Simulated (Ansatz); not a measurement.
# BFH₂O₃Zn: up Jacob's ladder to CCSD(T)

Aim: compute BFH₂O₃Zn with functionals from several rungs and with coupled cluster, and see how far each lands from CCSD(T) at the basis-set limit for the atomisation energy.

The runs use Ansatz 0.2.0, Gaussian basis; functionals in def2-TZVPP, the program's frozen cores in correlated methods.

Levels to be run: LDA (SPW92), PBE-D4, revPBE-D4, BLYP-D4, r2SCAN-D4, B97M-V, PBE0-D4, B3LYP-D4, r2SCANh-D4, r2SCAN0-D4, HSE06-D4, BHLYP-D4, CAM-B3LYP-D4, LC-ωPBE, ωB97X-V, ωB97M-V, B2PLYP, PBE-QIDH; CCSD(T)/def2-SVP; CCSD(T)/def2-TZVPP; MP2/def2-QZVPP; extrapolation to the limit; RPA on PBE.

**1. Structure used throughout**

All runs share one geometry, relaxed beforehand with PBE0-D4 in a triple-zeta def2 set.

SMILES `OB(O)[O][Zn][F]`, 8 atoms, charge 0, spin multiplicity 1.

Atoms are counted from 1 here; the program's logs count them from 0.

Bond lengths: O1–B2 1.367 Å, O1–H7 0.957 Å, B2–O3 1.398 Å, B2–O4 1.346 Å, O3–H8 0.958 Å, O4–Zn5 1.784 Å, Zn5–F6 1.740 Å. Angles: B2–O1–H7 115.7°, O1–B2–O3 123.9°, O1–B2–O4 120.4°, O3–B2–O4 115.8°, B2–O3–H8 118.1°, B2–O4–Zn5 112.1°, O4–Zn5–F6 174.2°.

Coordinates:

```xyz
8

O    -0.25362   -2.01365    0.06776
B    -0.17578   -0.64901    0.04397
O     0.99779    0.05988   -0.22857
O    -1.26665    0.09913    0.29152
Zn   -0.91599    1.84557    0.20128
F    -0.74273    3.57618    0.15126
H     0.56184   -2.47877   -0.11855
H     1.79513   -0.43933   -0.40868
```

**2. LDA**

This LDA is Slater exchange with PW92 correlation.

The input, in.yaml:

```yaml
crystal:
  periodic: [false, false, false]
  atoms:
    - {symbol: O, position_ang: [-0.253623, -2.013651, 0.067764]}
    - {symbol: B, position_ang: [-0.175783, -0.649014, 0.043970]}
    - {symbol: O, position_ang: [0.997790, 0.059878, -0.228566]}
    - {symbol: O, position_ang: [-1.266645, 0.099126, 0.291516]}
    - {symbol: Zn, position_ang: [-0.915990, 1.845569, 0.201282]}
    - {symbol: F, position_ang: [-0.742731, 3.576178, 0.151256]}
    - {symbol: H, position_ang: [0.561842, -2.478771, -0.118546]}
    - {symbol: H, position_ang: [1.795130, -0.439325, -0.408676]}
basis:
  gaussian: {orbitals: def2-TZVPP}
hamiltonian: {xc: lda}
output: {orbitals: {seedname: orbitals}}
```

Further steps of the session: PBE-D4 (GGA); revPBE-D4 (GGA); BLYP-D4 (GGA); r2SCAN-D4 (meta-GGA); B97M-V (meta-GGA); PBE0-D4 (hybrid); B3LYP-D4 (hybrid); r2SCANh-D4 (hybrid); r2SCAN0-D4 (hybrid); HSE06-D4 (hybrid); BHLYP-D4 (hybrid); CAM-B3LYP-D4 (range-separated); LC-ωPBE (range-separated); ωB97X-V (range-separated); ωB97M-V (range-separated); B2PLYP (double hybrid); PBE-QIDH (double hybrid); CCSD(T) in def2-SVP; CCSD(T) in def2-TZVPP; MP2 in def2-QZVPP; RPA on PBE orbitals.

**Question.** What will the summary of the whole plan be? Wanted: atomisation energy, CCSD(T)/CBS; farthest beyond LDA; mean size of error, GGA; mean size of error, meta-GGA; mean size of error, hybrid; mean size of error, range-separated; mean size of error, double hybrid; gap, smallest and largest; T1 diagnostic.

The runs gave:

| quantity | value |
| --- | --- |
| atomisation energy, CCSD(T)/CBS | 33.838 eV |
| functionals within 0.169 eV (0.5 %) | r2SCAN-D4, CAM-B3LYP-D4, ωB97X-V, ωB97M-V |
| farthest beyond LDA | BHLYP-D4 (-2.120 eV) |
| mean size of error, GGA | 0.542 eV |
| mean size of error, meta-GGA | 0.238 eV |
| mean size of error, hybrid | 0.798 eV |
| mean size of error, range-separated | 0.109 eV |
| mean size of error, double hybrid | 0.478 eV |
| gap, smallest and largest | 5.09 eV (BLYP-D4), 12.86 eV (LC-ωPBE) |
| T1 diagnostic | 0.0159 |
| triples share of the correlation energy | 3.2 % |

In words: LDA overbinds by 5.878 eV (17 %). PBE-D4 misses by +0.686 eV. Double hybrids carry the basis error of their MP2 part in triple zeta, and no dispersion term here, so their miss is partly the set-up's. Taken by rung, range-separated functionals do best (0.109 eV on average) and hybrid ones worst beyond LDA (0.798 eV). The mean of the hybrids holds BHLYP, with half exact exchange. The reference freezes the cores and leaves out relativity and excitations past (T), so misses under about 0.169 eV can't be ranked. Hartree-Fock recovers 70 % of the binding; the rest is correlation. CCSD(T) in def2-SVP is off by -2.137 eV, which most functionals beat. Orbital gaps span 5.1 to 12.9 eV; exact exchange widens them. For Zn the d shell is correlated and the shells below it are frozen.
